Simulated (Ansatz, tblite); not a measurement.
# The cluster Zn5Cu2: one state, many levels

One table from this session's results is given with a row withheld; the runs are named, their logs left out.

Program: Ansatz 0.2.0, Gaussian basis. Level of theory: as each input shows. These are calculated values, not measurements.

Levels to be run: GFN1-xTB, GFN2-xTB, PBE-D4/def2-TZVP, r2SCAN-D4/def2-TZVP, LDA/def2-TZVP, BLYP-D4/def2-TZVP, LC-ωPBE/def2-TZVP, PBE-D4/def2-SVP, PBE0-D4/def2-SVP, HF/STO-3G, PBE0-D4/def2-TZVPD, PBE-D4/def2-TZVPD, LDA/def2-TZVPD, MP2/def2-SVP, RPA/def2-SVP.

2 further runs of the same task are left out: 2 set aside as unsound or not needed. Runs told in other sessions of the task aren't counted.

**The relaxed structure**

The geometry is that of the singlet, from an earlier relaxation (B3LYP-D4/def2-SVP). At that level it is the lowest of the isomers that a small search found.

7 atoms, charge 0, spin multiplicity 1.

Bond lengths: Cu1–Cu2 2.359 Å, Cu1–Zn3 2.813 Å, Cu1–Zn4 2.438 Å, Cu1–Zn5 2.829 Å, Cu1–Zn6 2.998 Å, Cu1–Zn7 2.464 Å, Cu2–Zn3 2.493 Å, Cu2–Zn5 2.489 Å, Cu2–Zn6 2.456 Å, Zn3–Zn4 2.630 Å, Zn3–Zn5 2.726 Å, Zn4–Zn5 2.626 Å, Zn6–Zn7 2.704 Å. Angles: Cu2–Cu1–Zn3 56.8°, Cu2–Cu1–Zn4 105.6°, Cu2–Cu1–Zn5 56.5°, Cu2–Cu1–Zn6 53.0°, Cu2–Cu1–Zn7 111.3°, Zn3–Cu1–Zn4 59.6°, Zn3–Cu1–Zn5 57.8°, Zn3–Cu1–Zn6 102.3°, Zn3–Cu1–Zn7 146.5°, Zn4–Cu1–Zn5 59.3°, Zn4–Cu1–Zn6 158.5°, Zn4–Cu1–Zn7 143.1°, Zn5–Cu1–Zn6 102.2°, Zn5–Cu1–Zn7 146.6°, Zn6–Cu1–Zn7 58.4°, Cu1–Cu2–Zn3 70.8°, Cu1–Cu2–Zn5 71.3°, Cu1–Cu2–Zn6 77.0° and more.

No spin-orbit coupling is included.

PBE0-D4/def2-TZVP was run before; its log isn't repeated, and its numbers join the tables.

The first run:

Tight binding, by tblite at 300 K electronic temperature and without a spin-polarisation term:

```python
tblite.interface.Calculator('GFN1-xTB', numbers, positions, charge=0, uhf=0).singlepoint()
```

Tight binding, by tblite at 300 K electronic temperature and without a spin-polarisation term:

```python
tblite.interface.Calculator('GFN2-xTB', numbers, positions, charge=0, uhf=0).singlepoint()
```

start.molden holds the orbitals of an earlier run on this state, given as this run's starting guess.

in.yaml

```yaml
crystal:
  periodic: [false, false, false]
  atoms:
    - {symbol: Cu, position_ang: [-0.401484, 0.722967, 0.169763]}
    - {symbol: Cu, position_ang: [0.917155, -1.231085, 0.263502]}
    - {symbol: Zn, position_ang: [1.058306, -0.256282, -2.026209]}
    - {symbol: Zn, position_ang: [-1.370948, 0.751785, -2.066757]}
    - {symbol: Zn, position_ang: [-1.086022, -1.688454, -1.140584]}
    - {symbol: Zn, position_ang: [1.211587, -0.256405, 2.498861]}
    - {symbol: Zn, position_ang: [-0.328594, 1.957474, 2.301434]}
basis:
  gaussian: {orbitals: def2-TZVP, initial_orbitals: start.molden}
hamiltonian: {xc: pbe, dispersion: d4}
scf: {omitted_lower_state_checks: [starts]}
output: {orbitals: {seedname: orbitals}}
```

Started as:

```bash
$ ansatz run in.yaml --threads 4 --pin off --events-out ev --progress --plain --max-ram 8704MiB
```

Steps of the session up to this table: PBE-D4/def2-TZVP; r2SCAN-D4/def2-TZVP; LDA/def2-TZVP; BLYP-D4/def2-TZVP; LC-ωPBE/def2-TZVP; PBE-D4/def2-SVP; PBE0-D4/def2-SVP; HF/STO-3G; PBE0-D4/def2-TZVPD; PBE-D4/def2-TZVPD; LDA/def2-TZVPD; MP2/def2-SVP; RPA/def2-SVP.

One of the session's tables, all rows but one given; the rest of the session is left out.

It belongs to the step «Binding energy». 

| level | binding an atom (eV) |
| --- | --- |
| HF/def2-SVP | -0.059 |
| LDA/def2-TZVP | ? |
| LDA/def2-TZVPD | 1.189 |
| PBE-D4/def2-SVP | 1.178 |
| PBE-D4/def2-TZVP | 0.866 |
| PBE-D4/def2-TZVPD | 0.868 |
| BLYP-D4/def2-TZVP | 0.655 |
| r2SCAN-D4/def2-TZVP | 0.917 |
| PBE0-D4/def2-SVP | 0.956 |
| PBE0-D4/def2-TZVP | 0.733 |
| PBE0-D4/def2-TZVPD | 0.734 |
| LC-ωPBE/def2-TZVP | 0.643 |
| RPA/def2-SVP | 0.453 |
| MP2/def2-SVP | 0.752 |

Estimate the missing values for LDA/def2-TZVP.

As computed: binding an atom (eV): 1.187. In the column «binding an atom (eV)» it lies between PBE-D4/def2-SVP (1.178) and LDA/def2-TZVPD (1.189).

To keep in mind: Free atoms were run apart at each level; binding is atoms less cluster, divided by the number of atoms, without zero-point or spin-orbit terms.
